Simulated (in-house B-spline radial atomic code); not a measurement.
# Ba³⁷⁺: ionisation energy by several methods

Wanted: one ionisation energy, Ba³⁷⁺ to configuration [Ne] 3s2 3p6, up the ladder of functionals.

Method: scalar-relativistic (X2C), several functionals, spin-polarised; spherical all-electron atom at the radial basis limit. Code: in-house B-spline radial atomic code version 1.

## 1. What is computed

```
element       : barium (Z = 56)
charge        : +37
electrons     : 19
configuration : [Ar] 3d1
nucleus       : Fermi, rms radius 4.838 fm
```

The outer shells:

[Ar] 3d1
```
[Ar] core
3d [↑ ][  ][  ][  ][  ]
```

Where spins are not typed, each open shell is filled with up spins first.

## 2. SCAN, a meta-GGA

Input settings:

```ini
Z = 56
electrons = 19.0
configuration = [Ar] 3d1
hamiltonian = x2c
method = scan,scan
spin_polarised = True
nucleus = fermi
rms_radius = 4.8378
mass_number = 138
atomic_mass = 137.905247059
speed_of_light = 137.035999084
```

## 3. Hartree-Fock

The settings differ from step 2 so:

```diff
@@ -4,3 +4,3 @@
 hamiltonian = x2c
-method = scan,scan
+method = hf
 spin_polarised = True
```

## 4. r2SCAN, a meta-GGA

The settings differ from step 3 so:

```diff
@@ -4,3 +4,3 @@
 hamiltonian = x2c
-method = hf
+method = r2scan
 spin_polarised = True
```

Before running: The tabulated ionisation energy is 2547 ± 4 eV (tabulated theoretical; NIST Atomic Spectra Database). What does each method give, and which comes nearest?

As calculated:

| method | rung | total energy (hartree) | ΔSCF (eV) | −ε highest (eV) | ΔSCF less tabulated (eV) |
| --- | --- | --- | --- | --- | --- |
| SCAN | meta-GGA | -7054.2200 | 2534.08 | 2487.29 (3d up) | -12.92 |
| r2SCAN | meta-GGA | -7053.8286 | 2533.97 | 2487.10 (3d up) | -13.03 |
| Hartree-Fock | Hartree-Fock | -7052.6618 | 2535.18 | 2536.84 (3d up) | -11.82 |

Tables give 2547 ± 4 eV (tabulated theoretical; NIST Atomic Spectra Database) for the ionisation energy. Hartree-Fock misses by -11.82 eV, the least, and r2SCAN by -13.03 eV (0.51 %), the most. All methods miss on the same side by much the same amount, which points to something that they share. Relativistic terms that these runs lack can be as large as the gaps between close methods, so the nearest may be so by luck. Spin-orbit coupling is left out. Open shells are averaged (over orientations, and over spins where the run is restricted), while tables refer to the lowest levels.

Members of this set that are not shown: 4 used exact exchange with fractional occupations of an open shell, which is unsound here.
